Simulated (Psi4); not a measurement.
**FNO-MP3/def2-SVP (fitted SCF, core potential, occ tolerance 3e-05) run of C2H3I (vinyl iodide)**

Aim: the energy change on altering one bond length of C2H3I (vinyl iodide) at FNO-MP3/def2-SVP (fitted SCF, core potential, occ tolerance 3e-05), from 2 runs. 

The calculation is run with Psi4 1.11.

3 further runs of the same task are left out: 2 that didn't finish, 1 set aside as unsound or not needed.

## (1) Starting point

C2H3I: 6 atoms, total charge 0, spin state singlet. As SMILES, `C=CI`. The coordinates come from a GFN2-xTB relaxation.

Bond lengths: C1–C2 1.314 Å, C2–I3 2.108 Å, C1–H4 1.077 Å, C1–H5 1.078 Å, C2–H6 1.077 Å. Angles: C1–C2–I3 123.3°, C1–C2–H6 124.0°, I3–C2–H6 112.7°, C2–C1–H4 122.8°, C2–C1–H5 120.5°, H4–C1–H5 116.7°.

## (2) A single-point energy at FNO-MP3/def2-SVP (fitted SCF, core potential, occ tolerance 3e-05)

File c2h3i.py:

```python
import psi4

psi4.set_memory(1600000000)
psi4.set_num_threads(1)
psi4.core.set_output_file('output.dat', False)

molecule = psi4.geometry("""
C     -1.17848990     0.14080349    -0.85784117
C      0.69362397     0.30203493     0.76630284
I      3.50721830    -2.49082911     1.14702596
H     -1.41083173    -1.43844063    -2.11894990
H     -2.57138813     1.62206532    -0.97844350
H      0.95984859     1.86434710     2.04190577
units bohr
""")

psi4.set_options({
    'basis': 'def2-SVP',
    'num_frozen_docc': 6,
    'occ_tolerance': 3e-05,
    'mp_type': 'conv',
})

e_tot, wfn = psi4.energy("fno-mp3", molecule=molecule, return_wfn=True)
print(f'fno-mp3 energy: {e_tot:.10f} Eh')
```

Command:

```bash
$ python c2h3i.py
```

output.dat:

```text
[...]
    !!!  WARNING: ECP capability is in beta. Please check occupations closely.  !!!
[...]
  Running in c1 symmetry.
[...]
  Nuclear repulsion =  104.687587684075496
[...]
  Multiplicity = 1
[...]
  Nalpha       = 20
  Nbeta        = 20
[...]
    Number of basis functions: 69
[...]
   @RHF iter   1:  -373.93062180493121   -3.79167e+00   5.74415e-03 ADIIS/DIIS
[...]
   @RHF iter  12:  -374.04146100717475   -1.59162e-12   3.06551e-09 DIIS
[...]
    Orbital Energies [Eh]
    ---------------------
    Doubly Occupied:
       1A    -11.292407     2A    -11.258075     3A     -7.734453
       4A     -5.591221     5A     -5.578580     6A     -5.578562
       7A     -2.286896     8A     -2.281169     9A     -2.281124
      10A     -2.268156    11A     -2.268153    12A     -1.064227
      13A     -0.900124    14A     -0.773474    15A     -0.654770
      16A     -0.600740    17A     -0.464003    18A     -0.444536
      19A     -0.369097    20A     -0.344962
[...]
  @RHF Final Energy:  -374.04146100717475
   => Energetics <=
    Nuclear Repulsion Energy =            104.6875876840754955
    One-Electron Energy =                -829.3886402388975512
    Two-Electron Energy =                 350.6595915476472669
    Total Energy =                       -374.0414610071747461
[...]
 Multipole Moments:
 ------------------------------------------------------------------------------------
     Multipole            Electronic (a.u.)      Nuclear  (a.u.)        Total (a.u.)
 ------------------------------------------------------------------------------------
 L = 1.  Multiply by 2.5417464519 to convert [e a0] to [Debye]
 Dipole X            :         31.1422959          -31.6073340           -0.4650381
 Dipole Y            :        -22.2977863           22.6586394            0.3608531
 Dipole Z            :         10.0620171          -10.1933912           -0.1313741
 Magnitude           :                                                    0.6031041
[...]
      * MP2 total energy:                   -374.428999600481
[...]
      * MP2 total energy:                   -374.428999600481
[...]
      * MP3 total energy:                   -374.453112685732
[...]
```

On the terminal:

```text
fno-mp3 energy: -374.4531126857 Eh
```

Run time: 6.6 s. Hardware: 1 thread of Intel Xeon Platinum 8488C (Sapphire Rapids), shared host; peak memory 0.36 GiB.

## (3) The distorted shape, same level

File run.py:

```python
import psi4

psi4.set_memory(1600000000)
psi4.set_num_threads(1)
psi4.core.set_output_file('psi4.out', False)

mol = psi4.geometry("""
0 1
C     -0.609541     0.157192    -0.386441
C      0.381139     0.242512     0.473019
I      1.870029    -1.235408     0.674489
H     -0.732491    -0.678508    -1.053791
H     -1.346631     0.941042    -0.450261
H      0.507930     0.986570     1.080530
units angstrom
""")

psi4.set_options(dict(reference='rhf', num_frozen_docc=6, occ_tolerance=3e-05, mp_type='conv'))

E, wfn = psi4.energy('fno-mp3/def2-SVP', molecule=mol, return_wfn=True)
print('E =', round(E, 9))
```

Command:

```bash
$ python run.py
```

psi4.out:

```text
[...]
    !!!  WARNING: ECP capability is in beta. Please check occupations closely.  !!!
[...]
  Running in c1 symmetry.
[...]
  Nuclear repulsion =  105.230942659689347
[...]
  Multiplicity = 1
[...]
  Nalpha       = 20
  Nbeta        = 20
[...]
    Number of basis functions: 69
[...]
   @RHF iter   1:  -373.91780988102920   -3.73643e+00   5.76701e-03 ADIIS/DIIS
[...]
   @RHF iter  12:  -374.03034064393586   -2.78533e-12   5.15128e-09 DIIS
[...]
    Orbital Energies [Eh]
    ---------------------
    Doubly Occupied:
       1A    -11.282717     2A    -11.258342     3A     -7.734116
       4A     -5.590842     5A     -5.578273     6A     -5.578250
       7A     -2.286510     8A     -2.280810     9A     -2.280768
      10A     -2.267874    11A     -2.267871    12A     -1.069833
      13A     -0.900709    14A     -0.795302    15A     -0.662412
      16A     -0.605141    17A     -0.467152    18A     -0.444770
      19A     -0.369516    20A     -0.344900
[...]
  @RHF Final Energy:  -374.03034064393586
   => Energetics <=
    Nuclear Repulsion Energy =            105.2309426596893474
    One-Electron Energy =                -830.3903470251361796
    Two-Electron Energy =                 351.1290637215109314
    Total Energy =                       -374.0303406439358582
[...]
 Multipole Moments:
 ------------------------------------------------------------------------------------
     Multipole            Electronic (a.u.)      Nuclear  (a.u.)        Total (a.u.)
 ------------------------------------------------------------------------------------
 L = 1.  Multiply by 2.5417464519 to convert [e a0] to [Debye]
 Dipole X            :         31.1515004          -31.6269856           -0.4754853
 Dipole Y            :        -22.1820217           22.5433132            0.3612915
 Dipole Z            :         10.1480350          -10.2875539           -0.1395189
 Magnitude           :                                                    0.6132563
[...]
      * MP2 total energy:                   -374.416237501450
[...]
      * MP2 total energy:                   -374.416237501450
[...]
      * MP3 total energy:                   -374.440595860126
[...]
```

On the terminal:

```text
E = -374.44059586
```

Wall time 6.9 s (1 thread of Intel Xeon Platinum 8488C (Sapphire Rapids), shared host); peak memory 0.36 GiB.

## (4) Summary of results

Level: FNO-MP3/def2-SVP (fitted SCF, core potential, occ tolerance 3e-05), 6 core orbitals frozen.

| quantity | value |
| --- | --- |
| first shape: total energy | -374.45311 Eh |
| first shape: HOMO energy (Hartree–Fock orbitals) | -9.39 eV |
| first shape: LUMO energy (Hartree–Fock orbitals) | 3.30 eV |
| first shape: HOMO–LUMO gap (Hartree–Fock orbitals) | 12.68 eV |
| first shape: correlation energy (6 core orbitals frozen) | -411.7 mEh |
| distorted shape: total energy | -374.44060 Eh |
| distorted shape: HOMO energy (Hartree–Fock orbitals) | -9.39 eV |
| distorted shape: LUMO energy (Hartree–Fock orbitals) | 3.33 eV |
| distorted shape: HOMO–LUMO gap (Hartree–Fock orbitals) | 12.72 eV |
| distorted shape: correlation energy (6 core orbitals frozen) | -410.3 mEh |
| energy change with the C2–H6 bond shortened from 1.077 to 0.969 Å | 0.341 eV |

In words: With the C2–H6 bond shortened from 1.077 to 0.969 Å the energy rises by 0.34 eV (7.9 kcal/mol). The first shape isn't relaxed at this level, so the change isn't measured from a minimum.
